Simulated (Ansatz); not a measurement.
# C5H8O3Zn: vertical ionisation energy

One table from this session's results is given with a row withheld; the runs are named, their logs left out.

Program: Ansatz 0.2.0, Gaussian basis. Level of theory: unrestricted cation, the program's frozen cores in correlated methods. These are calculated values, not measurements.

Levels to be run: UKS PBE-D4/def2-TZVPP; UKS r2SCAN-D4/def2-TZVPP; UKS PBE0-D4/def2-TZVPP; UKS B3LYP-D4/def2-TZVPP; UKS wB97X-V/def2-TZVPP; UKS wB97M-V/def2-TZVPP; UKS B2PLYP (frozen core with 3s3p of Cu, Zn)/def2-TZVPP; UHF-MP2 with 3s3p of Cu, Zn/def2-TZVPP; UHF-MP2 with 3s3p of Cu, Zn/def2-QZVPP; then −ε(HOMO) from the neutral's earlier runs with LDA (SPW92), PBE-D4, revPBE-D4, BLYP-D4, r2SCAN-D4, B97M-V, PBE0-D4, B3LYP-D4, r2SCANh-D4, r2SCAN0-D4, HSE06-D4, BHLYP-D4, CAM-B3LYP-D4, LC-ωPBE, ωB97X-V, ωB97M-V.

1 further run of the same task is left out (it didn't finish).

## Structure used throughout

The geometry comes from an earlier relaxation with PBE0-D4 in a triple-zeta def2 set; it is a stationary point, not always the lowest conformer.

SMILES `CC1=CC(C)=[O+][Zn-]([OH])[O]1`, 17 atoms, charge 0, spin multiplicity 1.

Atoms are counted from 1 here; the program's logs count them from 0.

Bond lengths: C1–C2 1.497 Å, C1–H10 1.089 Å, C1–H11 1.093 Å, C1–H12 1.093 Å, C2–C3 1.398 Å, C2–O9 1.270 Å, C3–C4 1.398 Å, C3–H13 1.081 Å, C4–C5 1.497 Å, C4–O6 1.270 Å, C5–H14 1.093 Å, C5–H15 1.089 Å, C5–H16 1.093 Å, O6–Zn7 1.939 Å, Zn7–O8 1.797 Å, Zn7–O9 1.926 Å, O8–H17 0.958 Å. Angles: C2–C1–H10 112.7°, C2–C1–H11 109.0°, C2–C1–H12 109.0°, H10–C1–H11 109.6°, H10–C1–H12 109.6°, H11–C1–H12 106.9°, C1–C2–C3 119.3°, C1–C2–O9 115.0°, C3–C2–O9 125.7°, C2–C3–C4 125.7°, C2–C3–H13 117.1°, C4–C3–H13 117.1°, C3–C4–C5 119.2°, C3–C4–O6 125.6°, C5–C4–O6 115.1°, C4–C5–H14 109.0°, C4–C5–H15 112.7°, C4–C5–H16 109.0° and more.

Set-up of the first run:

in.yaml

```yaml
crystal:
  periodic: [false, false, false]
  atoms:
    - {symbol: C, position_ang: [-0.498178, 2.635906, -0.606920]}
    - {symbol: C, position_ang: [-0.495577, 1.196010, -0.197149]}
    - {symbol: C, position_ang: [0.680888, 0.450837, -0.324276]}
    - {symbol: C, position_ang: [0.833933, -0.897071, 0.014978]}
    - {symbol: C, position_ang: [2.164696, -1.554455, -0.182846]}
    - {symbol: O, position_ang: [-0.073174, -1.647710, 0.490538]}
    - {symbol: Zn, position_ang: [-1.883565, -1.047995, 0.843021]}
    - {symbol: O, position_ang: [-3.352160, -1.852400, 1.496247]}
    - {symbol: O, position_ang: [-1.603180, 0.761358, 0.246272]}
    - {symbol: H, position_ang: [0.469685, 2.967862, -0.978379]}
    - {symbol: H, position_ang: [-1.256778, 2.784228, -1.379123]}
    - {symbol: H, position_ang: [-0.791364, 3.248360, 0.249050]}
    - {symbol: H, position_ang: [1.547557, 0.961309, -0.719618]}
    - {symbol: H, position_ang: [2.044052, -2.405937, -0.856884]}
    - {symbol: H, position_ang: [2.912518, -0.874261, -0.586697]}
    - {symbol: H, position_ang: [2.511033, -1.951932, 0.774111]}
    - {symbol: H, position_ang: [-3.210376, -2.774099, 1.717665]}
basis:
  gaussian: {orbitals: def2-TZVPP}
total_charge: 1
magnetization: {spin_polarized: true, initial_magnetization: 1}
hamiltonian: {xc: pbe, dispersion: d4}
```

Command:

```console
ansatz run in.yaml --threads 4 --pin off --events-out ev --progress --plain --max-ram 66560MiB --backend cuda --devices 0, --max-vram 37GiB
```

Among the steps run: Cation, UKS PBE-D4/def2-TZVPP; Cation, UKS r2SCAN-D4/def2-TZVPP; Cation, UKS PBE0-D4/def2-TZVPP; Cation, UKS B3LYP-D4/def2-TZVPP; Cation, UKS wB97X-V/def2-TZVPP; Cation, UKS wB97M-V/def2-TZVPP; Cation, UKS B2PLYP (frozen core with 3s3p of Cu, Zn)/def2-TZVPP; Cation, UHF-MP2 with 3s3p of Cu, Zn/def2-TZVPP; Cation, UHF-MP2 with 3s3p of Cu, Zn/def2-QZVPP.

One of the session's tables, all rows but one given; the rest of the session is left out.

Orbital estimates, from the neutral's runs:

```
  functional  −ε(HOMO) (eV)
 LDA (SPW92)           6.10
      PBE-D4           5.86
   revPBE-D4           5.78
     BLYP-D4           5.75
   r2SCAN-D4              ?
      B97M-V           6.16
     PBE0-D4           7.13
    B3LYP-D4           6.93
  r2SCANh-D4           6.62
  r2SCAN0-D4           7.30
    HSE06-D4           6.73
    BHLYP-D4           8.14
CAM-B3LYP-D4           8.41
     LC-ωPBE           9.66
     ωB97X-V           9.34
     ωB97M-V           9.26
```

Q: Estimate the row for r2SCAN-D4 from the others.

Worked estimate for «−ε(HOMO) (eV)». Against the share of exact exchange, r2SCANh-D4 (0.1, 6.62), r2SCAN0-D4 (0.25, 7.30) give a slope of 4.53 per unit share; at 0 the line stands at 6.17.

**Answer.** −ε(HOMO) (eV): 6.12. In «−ε(HOMO) (eV)» the line misses by +0.05.
